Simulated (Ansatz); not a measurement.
# Ga: response to strain

Aim: deform Ga (zz strain of -3 %) and compute stress, forces and field gradients with LAPW, PAW and all-electron datasets made for the crystal.

Method: DFT PBEsol, scalar-relativistic, in Ansatz 0.2.0.

**1. The system as given**

Symmetry: Cmce, No. 64, orthorhombic system. Conventional cell: a = 4.511 Å, b = 7.645 Å, c = 4.517 Å, α = 90.00°, β = 90.00°, γ = 90.00°. Ga (site symmetry m) is surrounded by 7 Ga at 2.44 to 2.79 Å.

Structure file:

```cif
data_structure
_symmetry_space_group_name_H-M 'Cmce'
_symmetry_Int_Tables_number 64
_cell_length_a 4.5107
_cell_length_b 7.6448
_cell_length_c 4.5167
_cell_angle_alpha 90.000
_cell_angle_beta 90.000
_cell_angle_gamma 90.000
_cell_volume 155.75
loop_
_atom_site_label
_atom_site_type_symbol
_atom_site_symmetry_multiplicity
_atom_site_Wyckoff_symbol
_atom_site_fract_x
_atom_site_fract_y
_atom_site_fract_z
_atom_site_occupancy
Ga1 Ga 8 f 0.50000 0.34750 0.07850 1
```

The file gives the conventional cell by its symmetry; the runs use the cell typed in the input.

Atoms are numbered in the order of the input: Ga1, Ga2, Ga3, Ga4.

**2. After the deformation**

Space group Cmce before, Cmce after.

**3. LAPW, all electrons**

File input.yaml:

```yaml
crystal:
  lattice:
    - [2.25535, -3.8224, 0.0]
    - [2.25535, 3.8224, 0.0]
    - [0.0, 0.0, 4.381199]
  atoms:
    - { symbol: Ga, position: [0.1525, 0.8475, 0.0785] }
    - { symbol: Ga, position: [0.6525, 0.3475, 0.4215] }
    - { symbol: Ga, position: [0.8475, 0.1525, 0.9215] }
    - { symbol: Ga, position: [0.3475, 0.6525, 0.5785] }
kpoints:
  mp_grid: { grid: [9, 9, 8] }
  band_path:
    path:
      - [0.0, 0.0, 0.0]
      - [-0.5, 0.5, 0.0]
      - [-0.337035342, 0.662964658, 0.0]
      - [0.337035342, 0.337035342, 0.0]
      - [0.0, 0.0, 0.0]
      - [0.0, 0.0, 0.5]
      - [0.337035342, 0.337035342, 0.5]
      - [-0.337035342, 0.662964658, 0.5]
      - [-0.5, 0.5, 0.5]
    npoints: 5
scf:
  occupations: { method: fermi_dirac, width: 0.05 }
hamiltonian:
  xc: pbesol
  pseudopotentials: { kind: all_electron, lapw: { basis_error: 0.001 } }
output:
  forces: true
  stress: true
  eigenvalues: true
```

Command:

```sh
$ ansatz run input.yaml --threads 1 --pin off --max-ram 6144MiB --backend cpu --events-out ev --progress --plain --runs-dir out
```

**4. PAW on the default files**

File input.yaml:

```yaml
crystal:
  lattice:
    - [2.25535, -3.8224, 0.0]
    - [2.25535, 3.8224, 0.0]
    - [0.0, 0.0, 4.381199]
  atoms:
    - { symbol: Ga, position: [0.1525, 0.8475, 0.0785] }
    - { symbol: Ga, position: [0.6525, 0.3475, 0.4215] }
    - { symbol: Ga, position: [0.8475, 0.1525, 0.9215] }
    - { symbol: Ga, position: [0.3475, 0.6525, 0.5785] }
kpoints:
  mp_grid: { grid: [9, 9, 8] }
scf:
  occupations: { method: fermi_dirac, width: 0.05 }
hamiltonian:
  xc: pbesol
  pseudopotentials: { kind: paw }
output:
  forces: true
  stress: true
  eigenvalues: true
  efg: { contact_densities: true }
  write_density: true
  write_potential: true
  elf: true
  volumetric_format: npy
```

**5. Datasets made for this crystal**

Changes to input.yaml since step 4:

```diff
@@ -16,3 +16,3 @@
   xc: pbesol
-  pseudopotentials: { kind: paw }
+  pseudopotentials: { kind: all_electron, datasets: crystal }
 output:
@@ -22,5 +22 @@
   efg: { contact_densities: true }
-  write_density: true
-  write_potential: true
-  elf: true
-  volumetric_format: npy
```

(Steps that only read results are left out.)

Q: Predict the outcome of this session. Wanted: pressure; largest shear or deviatoric stress.

**Answer**, as computed:

```
                                 quantity                                           value
                                 pressure  LAPW 0.63, PAW 0.60, crystal datasets 0.63 GPa
largest shear or deviatoric stress (LAPW)                                        0.58 GPa
```

What this shows: The largest part of the stress beyond the pressure is 0.58 GPa in size, in the xx component; the atoms are carried along and not relaxed. No run of the undeformed cell stands beside it, so the pressure holds what the given cell had before the change. PAW: stress within 0.04 GPa of LAPW, forces within 2 meV/Å. Crystal datasets: stress within 0.01 GPa of LAPW, forces within 1 meV/Å.
